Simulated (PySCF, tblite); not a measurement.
**C₇H₁₄FNSi: geometry, infrared bands and NMR shifts**

Wanted: the infrared bands and NMR shifts of C₇H₁₄FNSi (`CC#CC[C@H](F)[SiH2]N(C)C`), by calculation.

The runs use tblite 0.8.0 and PySCF 2.14.0, with density-fitted response routines of our own; the level of theory stands in each step. All values are computed, except where a source is named. Atoms count from 0, in the outputs and in this text.

### Step 1. Starting geometry

24 atoms, charge 0, multiplicity 1; geometry from: force field or distance geometry start.

Bonds of the start (Å): C0–C1 1.45, C1–C2 1.22, C2–C3 1.45, C3–C4 1.52, C4–F5 1.37, C4–Si6 1.87, Si6–N7 1.74, N7–C8 1.46, N7–C9 1.47, C0–H10 1.10, C0–H11 1.09, C0–H12 1.09, C3–H13 1.10, C3–H14 1.11, C4–H15 1.09, Si6–H16 1.49, Si6–H17 1.48, C8–H18 1.10, C8–H19 1.09, C8–H20 1.11, C9–H21 1.10, C9–H22 1.11, C9–H23 1.10.

### Step 2. Optimising the geometry with GFN2-xTB

Job settings and geometry (Å):

```
{"job": {"kind": "relax", "xc": "GFN2-xTB", "basis": "xTB"}, "charge": 0, "multiplicity": 1}
C     -4.558400     0.747800    -0.648700
C     -3.477100    -0.063000    -0.134100
C     -2.563800    -0.741500     0.308600
C     -1.469900    -1.548500     0.824100
C     -0.157300    -1.334700     0.089500
F      0.681000    -2.357600     0.436900
Si     0.725800     0.284100     0.418100
N      2.189500     0.494300    -0.496500
C      2.852000     1.797500    -0.528300
C      3.213900    -0.556200    -0.492200
H     -5.325700     0.926600     0.121500
H     -4.200600     1.718200    -0.989400
H     -5.058800     0.255800    -1.482700
H     -1.738400    -2.616100     0.745600
H     -1.342300    -1.360200     1.907700
H     -0.323300    -1.431200    -0.984600
H      1.114700     0.398100     1.853300
H     -0.135500     1.439400     0.092500
H      3.363000     2.015600     0.420400
H      3.583600     1.858800    -1.338300
H      2.124300     2.614300    -0.710100
H      3.953800    -0.384300    -1.290000
H      3.754500    -0.585900     0.475000
H      2.783100    -1.551700    -0.693800
```

The run is started by

```bash
> OMP_NUM_THREADS=1 python probes_run.py task.json out
```

One launch serves the whole session: the jobs run in the order shown.

**Question.** This job is followed by: GFN2-xTB harmonic vibrations, gas phase; GIAO PBE0/pcSseg-1 NMR shielding, non-relativistic, gas phase. Predict these results of the whole session: strongest single infrared mode (GFN2-xTB); zero-point energy (GFN2-xTB); ¹³C shifts against TMS (PBE0/pcSseg-1, means over atoms taken as alike); ¹H shifts against TMS (PBE0/pcSseg-1, means over atoms taken as alike); ¹⁹F shifts against CFCl3 (PBE0/pcSseg-1); ²⁹Si shifts against TMS (PBE0/pcSseg-1); ¹⁵N shifts against NH3 (PBE0/pcSseg-1).

As calculated:

```
                                                               quantity                                         value
                              strongest single infrared mode (GFN2-xTB)                         2160 cm⁻¹, 339 km/mol
                                           zero-point energy (GFN2-xTB)                                119.8 kcal/mol
¹³C shifts against TMS (PBE0/pcSseg-1, means over atoms taken as alike)         92.6, 87.2, 80.7, 41.5, 24.3, 4.7 ppm
 ¹H shifts against TMS (PBE0/pcSseg-1, means over atoms taken as alike)  4.99, 4.90, 4.82, 2.99, 2.69, 2.67, 1.94 ppm
                               ¹⁹F shifts against CFCl3 (PBE0/pcSseg-1)                                    -242.2 ppm
                                ²⁹Si shifts against TMS (PBE0/pcSseg-1)                                     -29.9 ppm
                                 ¹⁵N shifts against NH3 (PBE0/pcSseg-1)                                      16.1 ppm
```

What this shows: The optimisation took 144 steps and gained 0.288 eV; among the close pairs (by a distance rule), C4–Si6 changed most, from 1.873 to 1.916 Å. All 66 modes are real, so the xTB geometry is a minimum. The strongest single mode, at 2160 cm⁻¹, moves mainly H16. Unscaled tight-binding wavenumbers are off by several per cent, some by more. Its intensities can rank the bands wrongly. The most deshielded carbon is C4 (sp3 CH bonded to F and Si), at 92.6 ppm: deshielded by the electronegative neighbour. H15 (hydrogen on an sp3 CH bonded to F and Si) lies farthest downfield among hydrogen, at 4.99 ppm; its carbon carries F, which withdraws density.
